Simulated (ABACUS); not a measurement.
# HPbNO4 (P1) in ABACUS: single point with r2SCAN

Aim: the single point of HPbNO4 with r2SCAN.

Everything below comes from runs of ABACUS 3.10.1. Logs are shortened: lines on timing, memory, paths and dates and some standing lists are left out, and cuts for length are marked.

**1. The crystal as given**

The typed cell holds 7 atoms: a = 3.858 Å, b = 5.535 Å, c = 6.055 Å, α = 106.62°, β = 93.97°, γ = 90.45°.

The cell was built by a generator and needn't be a form met in nature.

**2. Single point, r2SCAN**

INPUT

```
INPUT_PARAMETERS
suffix              HPbNO4
calculation         scf
basis_type          pw
pseudo_dir          ./
symmetry            1
dft_functional      MGGA_X_R2SCAN+MGGA_C_R2SCAN
ecutwfc             97
pseudo_rcut         7
nspin               1
nbands              33
ks_solver           dav
smearing_method     fd
smearing_sigma      0.00367493
scf_thr             1e-08
scf_nmax            100
mixing_type         broyden
mixing_beta         0.7
cal_force           1
cal_stress          1
mixing_tau          1
out_chg             1
kpar                4
```

STRU

```
ATOMIC_SPECIES
H 1.0080 H_ONCV_PBE-1.2.upf
Pb 207.2000 Pb_ONCV_PBE-1.2.upf
N 14.0070 N_ONCV_PBE-1.2.upf
O 15.9990 O_ONCV_PBE-1.2.upf

LATTICE_CONSTANT
1.8897261246

LATTICE_VECTORS
3.8540400000 0.1438400000 0.0901200000
-0.2532000000 5.5269800000 0.1647100000
-0.4819700000 -1.9272000000 5.7202500000

ATOMIC_POSITIONS
Cartesian

H
0.0
1
-0.0083019119 2.5983070396 3.2334986709 1 1 1

Pb
0.0
1
2.1473190376 2.6778257782 1.0046154665 1 1 1

N
0.0
1
2.8237417361 3.6046166054 5.7249187508 1 1 1

O
0.0
4
-0.4057324892 -0.9417393002 5.0623370677 1 1 1
2.7255998526 -0.0852419142 0.8024958073 1 1 1
-0.5912183555 2.3982197352 5.1008717515 1 1 1
0.1279964581 2.5703713400 2.2621925003 1 1 1
```

KPT

```
K_POINTS
0
Gamma
4 3 3 0 0 0
```

Potentials or basis: SG15 ONCV 1.2 PBE, plane waves.

Launch:

```console
> OMP_NUM_THREADS=1 mpirun -np 4 abacus > log
```

running log:

```text
ABACUS v3.10.1

               Atomic-orbital Based Ab-initio Computation at UStc

 ------------------------------------------------------------------------------------

 READING GENERAL INFORMATION
                           global_out_dir = OUT.HPbNO4/
                           global_in_card = INPUT
                               pseudo_dir = ./
                              orbital_dir =
                                    DSIZE = 4
                                    GSIZE = 1

 READING UNITCELL INFORMATION
                                    ntype = 4
                  lattice constant (Bohr) = 1.88973
              lattice constant (Angstrom) = 1

 READING ATOM TYPE 1
                               atom label = H
                      L=0, number of zeta = 1
                      L=1, number of zeta = 1
                      L=2, number of zeta = 1
             number of atom for this type = 1

 READING ATOM TYPE 2
                               atom label = Pb
                      L=0, number of zeta = 1
                      L=1, number of zeta = 1
                      L=2, number of zeta = 1
             number of atom for this type = 1

 READING ATOM TYPE 3
                               atom label = N
                      L=0, number of zeta = 1
                      L=1, number of zeta = 1
                      L=2, number of zeta = 1
             number of atom for this type = 1

 READING ATOM TYPE 4
                               atom label = O
                      L=0, number of zeta = 1
                      L=1, number of zeta = 1
                      L=2, number of zeta = 1
             number of atom for this type = 4

                        TOTAL ATOM NUMBER = 7
CARTESIAN COORDINATES ( UNIT =       1.889726124600 Bohr ).
    atom                   x                   y                   z     mag                  vx                  vy                  vz
tauc_H1           -0.0083019119        2.5983070396        3.2334986709  0.0000        0.0000000000        0.0000000000        0.0000000000
tauc_Pb1            2.1473190376        2.6778257782        1.0046154665  0.0000        0.0000000000        0.0000000000        0.0000000000
tauc_N1            2.8237417361        3.6046166054        5.7249187508  0.0000        0.0000000000        0.0000000000        0.0000000000
tauc_O1           -0.4057324892       -0.9417393002        5.0623370677  0.0000        0.0000000000        0.0000000000        0.0000000000
tauc_O2            2.7255998526       -0.0852419142        0.8024958073  0.0000        0.0000000000        0.0000000000        0.0000000000
tauc_O3           -0.5912183555        2.3982197352        5.1008717515  0.0000        0.0000000000        0.0000000000        0.0000000000
tauc_O4            0.1279964581        2.5703713400        2.2621925003  0.0000        0.0000000000        0.0000000000        0.0000000000

                          Volume (Bohr^3) = 833.774
                             Volume (A^3) = 123.552

 Lattice vectors: (Cartesian coordinate: in unit of a_0)
             +3.85404            +0.14384            +0.09012
[... 231 lines left out ...]
 projector 7 L=3
 projector 8 L=3
 N non-local projectors:
 projector 1 L=0
 projector 2 L=0
 projector 3 L=1
 projector 4 L=1
 O non-local projectors:
 projector 1 L=0
 projector 2 L=0
 projector 3 L=1
 projector 4 L=1
      TOTAL NUMBER OF NONLOCAL PROJECTORS = 74

 Init Non-Local PseudoPotential table :
 Init Non-Local-Pseudopotential done.

                                     npwx = 13473

 -------------------------------------------
 SELF-CONSISTENT
 -------------------------------------------
                                 init_chg = atomic

 PW ALGORITHM --------------- ION=   1  ELEC=   1--------------------------------

 Density error is 1.16782541033
                          Error Threshold = 0.01
----------------------------------------------------------
     Energy           Rydberg                 eV
----------------------------------------------------------
 E_KohnSham     -260.3809949625      -3542.6651823995
 E_Harris       -254.9065160740      -3468.1810759352
 E_Fermi        0.1471764846         2.0024388024
----------------------------------------------------------
[... 111 lines left out ...]
 Density error is 8.27466041148e-09
                          Error Threshold = 4.90076392826e-11
----------------------------------------------------------
     Energy           Rydberg                 eV
----------------------------------------------------------
 E_KohnSham     -260.8697356760      -3549.3148409471
 E_KS(sigma->0) -260.8697356760      -3549.3148409470
 E_Harris       -260.8697281522      -3549.3147385804
 E_band         -28.4601767236       -387.2205695285
 E_one_elec     -194.3069078383      -2643.6811073618
 E_Hartree      115.0287645925       1565.0466323583
 E_xc           -47.0082877100       -639.5805660791
 E_Ewald        -134.5833047202      -1831.0997998644
 E_entropy(-TS) -0.0000000000        -0.0000000001
 E_descf        0.0000000000         0.0000000000
 E_exx          0.0000000000         0.0000000000
 E_Fermi        0.1474533254         2.0062054148
----------------------------------------------------------

 charge density convergence is achieved
 final etot is -3549.3148409 eV
 EFERMI = 2.0062054148 eV

 STATE ENERGY(eV) AND OCCUPATIONS    NSPIN == 1
 1/5 kpoint (Cartesian) = 0.0000 0.0000 0.0000 (13437 pws)
       1       -26.0116      0.0555556
       2       -20.3689      0.0555556
       3       -20.1329      0.0555556
       4       -17.5622      0.0555556
       5       -13.7343      0.0555556
       6       -13.7063      0.0555556
[... 165 lines left out ...]
      32        13.4545        0.00000
      33        14.3153        0.00000

------------------------------------------------------------------------------------------
 TOTAL-FORCE (eV/Angstrom)
------------------------------------------------------------------------------------------
                        H1         0.0669525935        -0.0103745019        -0.4847622086
                       Pb1         0.0971860849        -0.0012037476         0.1298139715
                        N1        -0.0386388857         0.0030433811         0.0175081039
                        O1        -0.1734460166        -0.3892294143         0.2200319927
                        O2         0.2371697637         0.0487516881        -0.3718244493
                        O3        -0.1379312413         0.3080194756         0.2980507206
                        O4        -0.0512922985         0.0409931192         0.1911818692
------------------------------------------------------------------------------------------

----------------------------------------------------------------
 TOTAL-STRESS (KBAR)
----------------------------------------------------------------
       -25.6696171725        -0.2471184998         5.8055641596
        -0.2471184998       -27.7034622890        -0.4353684147
         5.8055641596        -0.4353684147       -24.4090141392
----------------------------------------------------------------
 TOTAL-PRESSURE: -25.927365 KBAR

 --------------------------------------------
 !FINAL_ETOT_IS -3549.3148409470568367 eV
 --------------------------------------------
```

It took 3.4 min on 4 MPI ranks of Intel Xeon Platinum 8375C at 2.90GHz (Ice Lake), shared host; peak memory 1.2 GiB.

What came out:

| Item | Value |
| --- | --- |
| Free energy | -3549.3148 eV |
| Pressure | -2.6 GPa |
| Largest force | 0.489 eV/Å |
| Band gap on the k mesh | 3.71 eV, indirect (least direct gap 3.82 eV) |

Forces on the atoms (eV/Å):
```
H    0.067 -0.010 -0.485
Pb   0.097 -0.001  0.130
N   -0.039  0.003  0.018
O   -0.173 -0.389  0.220
O    0.237  0.049 -0.372
O   -0.138  0.308  0.298
O   -0.051  0.041  0.191
```

Levels at points of the mesh, in eV from the valence-band top:
```csv
k point,band 19,band 20,band 21,band 22,band 23,band 24,band 25,band 26
"(0.00, 0.00, 0.00)",-1.55,-1.31,-0.55,-0.29,4.07,4.82,6.32,6.63
"(0.50, 0.00, 0.00)",-1.43,-0.44,-0.33,-0.26,3.76,5.54,6.05,6.83
```

Caveat: the potentials were made for another functional, which shifts forces and pressure; spin-orbit coupling is left out, which as a rule narrows the gap of such compounds by several tenths of an eV; an odd mesh through Γ misses points on the zone boundary, where band edges often lie.
